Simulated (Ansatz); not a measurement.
# Cd3Te2Se: the cost of one run

Computed with Ansatz 0.2.0 (DFT PBE, scalar-relativistic, plane waves, PAW, unless a step's input says otherwise).

### 1 The starting structure

It takes space group P6_3mc (No. 186, hexagonal). Conventional cell: a = 4.580 Å, b = 4.580 Å, c = 22.484 Å, α = 90.00°, β = 90.00°, γ = 120.00°. Cd (site symmetry 3m) has 1 Se at 2.69 Å and 3 Te at 2.84 Å in its first shell of neighbours. Cd (site symmetry 3m) is surrounded by 4 Te at 2.84 to 2.86 Å. Cd (site symmetry 3m) has 3 Se at 2.75 Å and 1 Te at 2.87 Å in its first shell of neighbours. Te (site symmetry 3m) has 4 Cd at 2.84 to 2.86 Å in its first shell of neighbours. Around Te (site symmetry 3m) lie 4 Cd at 2.84 to 2.87 Å. Around Se (site symmetry 3m) lie 4 Cd at 2.69 to 2.75 Å.

As a file:

```cif
data_structure
_symmetry_space_group_name_H-M 'P 1'
_symmetry_Int_Tables_number 1
_cell_length_a 4.5801
_cell_length_b 4.5801
_cell_length_c 22.4844
_cell_angle_alpha 90.000
_cell_angle_beta 90.000
_cell_angle_gamma 120.000
_cell_volume 408.47
loop_
_atom_site_label
_atom_site_type_symbol
_atom_site_fract_x
_atom_site_fract_y
_atom_site_fract_z
_atom_site_occupancy
Cd1 Cd 0.33333 0.66667 0.00654 1
Cd2 Cd 0.33333 0.66667 0.33357 1
Cd3 Cd 0.33333 0.66667 0.66017 1
Cd4 Cd 0.66667 0.33333 0.16017 1
Cd5 Cd 0.66667 0.33333 0.50654 1
Cd6 Cd 0.66667 0.33333 0.83357 1
Te1 Te 0.33333 0.66667 0.46081 1
Te2 Te 0.33333 0.66667 0.78790 1
Te3 Te 0.66667 0.33333 0.28790 1
Te4 Te 0.66667 0.33333 0.96081 1
Se1 Se 0.33333 0.66667 0.12602 1
Se2 Se 0.66667 0.33333 0.62602 1
```

The start is the relaxed end of an invented cell (made as: elements ordered on the sites of the CdTe type, Se/Te on Te (P6_3mc, No. 186)), taken up again for a closer look.

### 2 The guess as it stands, on a coarse mesh

Input file input.yaml:

```yaml
crystal:
  lattice:
    - [4.5800622, 0.0, 0.0]
    - [-2.2900311, 3.9664502, 0.0]
    - [0.0, 0.0, 22.4844433]
  atoms:
    - { symbol: Cd, position: [0.3333333, 0.6666667, 0.006541] }
    - { symbol: Cd, position: [0.3333333, 0.6666667, 0.333566] }
    - { symbol: Cd, position: [0.3333333, 0.6666667, 0.660165] }
    - { symbol: Cd, position: [0.6666667, 0.3333333, 0.160165] }
    - { symbol: Cd, position: [0.6666667, 0.3333333, 0.506541] }
    - { symbol: Cd, position: [0.6666667, 0.3333333, 0.833566] }
    - { symbol: Te, position: [0.3333333, 0.6666667, 0.460805] }
    - { symbol: Te, position: [0.3333333, 0.6666667, 0.7879] }
    - { symbol: Te, position: [0.6666667, 0.3333333, 0.2879] }
    - { symbol: Te, position: [0.6666667, 0.3333333, 0.960805] }
    - { symbol: Se, position: [0.3333333, 0.6666667, 0.126023] }
    - { symbol: Se, position: [0.6666667, 0.3333333, 0.626023] }
basis:
  ecutwfc: 420
kpoints:
  mp_grid: { grid: [6, 6, 1] }
hamiltonian:
  xc: pbe
scf:
  occupations: { method: gaussian, width: 0.1 }
  lower_state_search: "off"
output:
  forces: true
  stress: true
  eigenvalues: true
```

The run is started by

```
> ansatz run input.yaml --threads 4 --pin off --max-ram 8192MiB --backend cpu --events-out ev --progress --plain --runs-dir out
```

Q: Estimate wall time and peak memory on 4 threads of AMD EPYC 7R43 (Zen 3), shared host.

About 11 s, with a peak of 1.3 GiB.
